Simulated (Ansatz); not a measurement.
# CH₅AlClN: basis-set convergence

One table from this session's results is given with a row withheld; the runs are named, their logs left out.

Program: Ansatz 0.2.0, Gaussian basis. Level of theory: one geometry, several basis sets. These are calculated values, not measurements.

Levels to be run: PBE0-D4/def2-SVP; ωB97M-V/def2-SVP; PBE0-D4/def2-QZVPP; ωB97M-V/def2-QZVPP; the functionals' def2-TZVPP values are taken from earlier runs.

## The relaxed structure

All runs share one geometry, relaxed beforehand with PBE0-D4 in a triple-zeta def2 set.

SMILES `C[NH][AlH][Cl]`, 9 atoms, charge 0, spin multiplicity 1.

Atoms are counted from 1 here; the program's logs count them from 0.

Bond lengths: C1–N2 1.449 Å, C1–H5 1.096 Å, C1–H6 1.096 Å, C1–H7 1.092 Å, N2–Al3 1.758 Å, N2–H8 1.010 Å, Al3–Cl4 2.100 Å, Al3–H9 1.571 Å. Angles: N2–C1–H5 112.1°, N2–C1–H6 112.1°, N2–C1–H7 109.8°, H5–C1–H6 107.8°, H5–C1–H7 107.4°, H6–C1–H7 107.4°, C1–N2–Al3 129.6°, C1–N2–H8 112.1°, Al3–N2–H8 118.3°, N2–Al3–Cl4 117.6°, N2–Al3–H9 121.4°, Cl4–Al3–H9 121.0°.

The first run:

Contents of in.yaml:

```yaml
crystal:
  periodic: [false, false, false]
  atoms:
    - {symbol: C, position_ang: [0.028880, 0.778530, -1.025035]}
    - {symbol: N, position_ang: [0.123630, -0.496364, -0.343946]}
    - {symbol: Al, position_ang: [-0.042101, -0.867092, 1.366073]}
    - {symbol: Cl, position_ang: [-0.436834, 0.728776, 2.673274]}
    - {symbol: H, position_ang: [0.959048, 1.039802, -1.542159]}
    - {symbol: H, position_ang: [-0.780907, 0.792459, -1.763248]}
    - {symbol: H, position_ang: [-0.175551, 1.570164, -0.301813]}
    - {symbol: H, position_ang: [0.313328, -1.255563, -0.982102]}
    - {symbol: H, position_ang: [0.099105, -2.337011, 1.901854]}
basis:
  gaussian: {orbitals: def2-SVP}
hamiltonian: {xc: pbe0, dispersion: d4}
output: {orbitals: {seedname: orbitals}}
```

Steps of the session up to this table: PBE0-D4 in def2-SVP; ωB97M-V in def2-SVP; PBE0-D4 in def2-QZVPP; ωB97M-V in def2-QZVPP.

One of the session's tables, all rows but one given; the rest of the session is left out.

| functional | basis | HOMO (eV) |
| --- | --- | --- |
| PBE0-D4 | def2-SVP | -6.98 |
| PBE0-D4 | def2-TZVPP | -7.09 |
| PBE0-D4 | def2-QZVPP | -7.12 |
| ωB97M-V | def2-SVP | -9.27 |
| ωB97M-V | def2-TZVPP | -9.42 |
| ωB97M-V | def2-QZVPP | ? |

Estimate the missing values for ωB97M-V, def2-QZVPP.

As computed: HOMO (eV): -9.46. In the column «HOMO (eV)» it is the lowest.
